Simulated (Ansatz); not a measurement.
# YMn2Sn2: the cost of one run

Computed with Ansatz 0.2.0 (reference: DFT PBE, plane waves, PAW, scalar-relativistic, no spin polarisation, unless a step's input says otherwise).

### Step 1. The structure to begin with

Symmetry: I4/mmm, No. 139, tetragonal system. Conventional cell: a = 4.242 Å, b = 4.242 Å, c = 11.132 Å, α = 90.00°, β = 90.00°, γ = 90.00°. Y (site symmetry 4/mmm) has 8 Sn at 3.28 Å and 8 Mn at 3.50 Å as nearest neighbours. Mn (site symmetry -4m2) is surrounded by 4 Sn at 2.57 Å. Sn (site symmetry 4mm) has 4 Mn at 2.57 Å and 1 Sn at 2.67 Å as nearest neighbours.

Coordinates:

```
CELL_PARAMETERS angstrom
0.00000 4.24244 0.00000
4.24244 0.00000 0.00000
2.12122 2.12122 -5.56583
ATOMIC_POSITIONS crystal
Y 0.00000 0.00000 0.00000
Mn 0.75000 0.25000 0.50000
Mn 0.25000 0.75000 0.50000
Sn 0.37990 0.37990 0.24020
Sn 0.62010 0.62010 0.75980
```

### Step 2. Baseline

File input.yaml:

```yaml
crystal:
  lattice:
    - [0.0, 4.242439, 0.0]
    - [4.242439, 0.0, 0.0]
    - [2.121219, 2.121219, -5.565826]
  atoms:
    - { symbol: "Y", position: [0.0, 0.0, 0.0] }
    - { symbol: Mn, position: [0.75, 0.25, 0.5] }
    - { symbol: Mn, position: [0.25, 0.75, 0.5] }
    - { symbol: Sn, position: [0.3799, 0.3799, 0.2402] }
    - { symbol: Sn, position: [0.6201, 0.6201, 0.7598] }
  symmetry: { tolerance: 0.0003 }
kpoints:
  mp_grid: { grid: [5, 5, 5], shift: [0, 0, 0] }
magnetization:
  spin_polarized: false
scf:
  occupations: { method: fermi_dirac }
hamiltonian:
  pseudopotentials: { kind: paw }
  xc: pbe
basis:
  ecutwfc: 420
output:
  forces: true
  stress: true
  eigenvalues: true
  write_density: true
  write_potential: true
  elf: true
  volumetric_format: npy
```

Launch:

```console
$ ansatz run input.yaml --threads 1 --pin off --max-ram 2560MiB --backend cpu --events-out ev --progress --plain --runs-dir out
```

Q: Estimate wall time and peak memory on 1 thread of Intel Xeon 6975P-C (Granite Rapids), shared host.

About 3.4 s, with a peak of 0.44 GiB.
